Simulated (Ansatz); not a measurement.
# BH7NPSi: how energies converge with the basis set

An exercise on one series of results from a longer session: the logs are not shown, and one member is left open.

Computed with Ansatz 0.2.0, Gaussian basis. Level: one geometry, several basis sets.

The runs, in order: PBE0-D4/def2-SVP; ωB97M-V/def2-SVP; PBE0-D4/def2-QZVPP; ωB97M-V/def2-QZVPP; the functionals' def2-TZVPP values are taken from earlier runs.

## The geometry

All runs share one geometry, relaxed beforehand with PBE0-D4 in a triple-zeta def2 set.

11 atoms, charge 0, spin multiplicity 1.

Atoms are counted from 1 here; the program's logs count them from 0.

Bond lengths: B1–Si2 1.936 Å, B1–H5 1.194 Å, B1–H6 1.199 Å, Si2–N3 1.706 Å, Si2–P4 2.318 Å, Si2–H7 1.480 Å, N3–H8 1.006 Å, N3–H9 1.006 Å, P4–H10 1.419 Å, P4–H11 1.459 Å. Angles: Si2–B1–H5 121.3°, Si2–B1–H6 118.1°, H5–B1–H6 120.4°, B1–Si2–N3 121.8°, B1–Si2–P4 70.6°, B1–Si2–H7 124.3°, N3–Si2–P4 117.3°, N3–Si2–H7 109.4°, P4–Si2–H7 105.1°, Si2–N3–H8 122.2°, Si2–N3–H9 120.3°, H8–N3–H9 112.0°, Si2–P4–H10 94.1°, Si2–P4–H11 92.0°, H10–P4–H11 93.2°.

The first run:

File in.yaml:

```yaml
crystal:
  periodic: [false, false, false]
  atoms:
    - {symbol: B, position_ang: [-0.717732, 1.155314, -0.314324]}
    - {symbol: Si, position_ang: [0.636340, 0.006708, 0.458142]}
    - {symbol: N, position_ang: [0.333676, -0.927909, 1.852989]}
    - {symbol: P, position_ang: [-0.044927, -0.869591, -1.577097]}
    - {symbol: H, position_ang: [-0.423913, 2.084362, -1.004016]}
    - {symbol: H, position_ang: [-1.860593, 0.969659, -0.002323]}
    - {symbol: H, position_ang: [2.093724, 0.222398, 0.316831]}
    - {symbol: H, position_ang: [0.899265, -1.723468, 2.097724]}
    - {symbol: H, position_ang: [-0.598735, -0.999202, 2.224683]}
    - {symbol: H, position_ang: [0.865817, -0.087957, -2.333862]}
    - {symbol: H, position_ang: [-1.117422, 0.112684, -1.698247]}
basis:
  gaussian: {orbitals: def2-SVP}
hamiltonian: {xc: pbe0, dispersion: d4}
output: {orbitals: {seedname: orbitals}}
```

Among the steps run: PBE0-D4 in def2-SVP; ωB97M-V in def2-SVP; PBE0-D4 in def2-QZVPP; ωB97M-V in def2-QZVPP.

One table of the session follows, with a row left open; its other results are not shown here.

It belongs to the step «Functionals by basis». 

| functional | basis | HOMO (eV) |
| --- | --- | --- |
| PBE0-D4 | def2-SVP | ? |
| PBE0-D4 | def2-TZVPP | -6.63 |
| PBE0-D4 | def2-QZVPP | -6.65 |
| ωB97M-V | def2-SVP | -8.49 |
| ωB97M-V | def2-TZVPP | -8.60 |
| ωB97M-V | def2-QZVPP | -8.62 |

Q: Estimate the row for PBE0-D4, def2-SVP from the others.

**Answer.** HOMO (eV): -6.55. In the column «HOMO (eV)» it is the highest.
